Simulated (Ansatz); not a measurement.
# BGeF (singlet): wave-function methods side by side, cc-pVDZ

The task here is to estimate one member of a computed series from the others.

Method: cc-pVDZ, core rule «outside noble gas», up to 16 orbitals frozen; program: Ansatz 0.2.0, Gaussian basis.

The runs, in order: UHF; CCSD(T) on RHF; CCSD(T) on UHF; BCCD(T) on RHF; CISD; CCSDT(Q) on RHF; CCSDT(Q) on UHF; CASSCF and MRCISD+Q, 12 electrons in 11 orbitals; CASSCF and NEVPT2, 12 electrons in 11 orbitals.

16 further runs of the same task are left out: 8 that didn't finish, 8 set aside as unsound or not needed.

### The geometry

The geometry is a PBE0/def2-TZVP stationary point (not a proven minimum). No spin-orbit coupling is included. The filled d shell of Ge may be among the frozen orbitals whatever the setting's name suggests; the logs give the count.

3 atoms, charge 0, spin multiplicity 1.

Atoms are counted from 1 here; the program's logs count them from 0.

Bond lengths: F1–B2 1.281 Å, B2–Ge3 1.987 Å. Angles: F1–B2–Ge3 180.0°.

Geometry (Å):

```xyz
3
charge 0, multiplicity 1
F     0.0000    0.0000   -1.5165
B     0.0000    0.0000   -0.2354
Ge    0.0000    0.0000    1.7519
```

The first run:

Contents of in.yaml:

```yaml
crystal:
  periodic: [false, false, false]
  atoms:
    - {symbol: F, position_ang: [0.000000, 0.000000, -1.516500]}
    - {symbol: B, position_ang: [0.000000, 0.000000, -0.235400]}
    - {symbol: Ge, position_ang: [0.000000, 0.000000, 1.751900]}
basis:
  gaussian: {orbitals: cc-pVDZ}
magnetization: {spin_polarized: true, initial_magnetization: 0}
hamiltonian: {xc: hf}
output: {orbitals: {seedname: orbitals}}
```

Launch:

```
$ ansatz run in.yaml --threads 1 --pin off --events-out ev --progress --plain --max-ram 2393MiB
```

Among the steps run: UHF; CCSD(T) on RHF; CCSD(T) on UHF; BCCD(T) on RHF; CISD; CCSDT(Q) on RHF; CCSDT(Q) on UHF; CASSCF and MRCISD+Q, 12 electrons in 11 orbitals; CASSCF and NEVPT2, 12 electrons in 11 orbitals.

One table of the session follows, with a row left open; its other results are not shown here.

```
          method  from RCCSDT(Q) (meV)
             RHF               +9991.7
             UHF               +9083.2
            RMP2               +1216.3
            UMP2                +647.5
           RCCSD                +488.3
           UCCSD                 -14.7
        RCCSD(T)                +186.4
        UCCSD(T)                -318.8
         BCCD(T)                +180.9
          RCCSDT                 +87.9
          UCCSDT                -505.3
       RCCSDT(Q)                     0
       UCCSDT(Q)                -602.3
  CASSCF valence                     ?
  NEVPT2 valence               +1754.0
  MRCISD valence                +849.2
MRCISD+Q valence                +400.6
```

**Question.** Estimate the row for CASSCF valence.

As computed: from RCCSDT(Q) (meV): +6525.4. In the column «from RCCSDT(Q) (meV)» it lies between NEVPT2 valence (+1754.0) and UHF (+9083.2).

Not comparable, so not listed: CISD (they don't share determinant, frozen orbitals or solution with the rows shown, or repeat one).

To keep in mind: The determinant is far from a pure spin state, so its energy mixes those of several spin states (harmless only where they are near-degenerate, as at dissociation). The report flags that the cluster equations may have other roots. The program flags UCCSD(T), RCCSDT(Q), UCCSDT(Q) as in doubt, so the zero of the table is itself unsure. Warnings: restricted reference is unstable; spin contamination. Restricted and unrestricted rows rest on different reference determinants; where their highest levels disagree by more than a few hundredths of an eV, they describe different states and don't form one ladder.
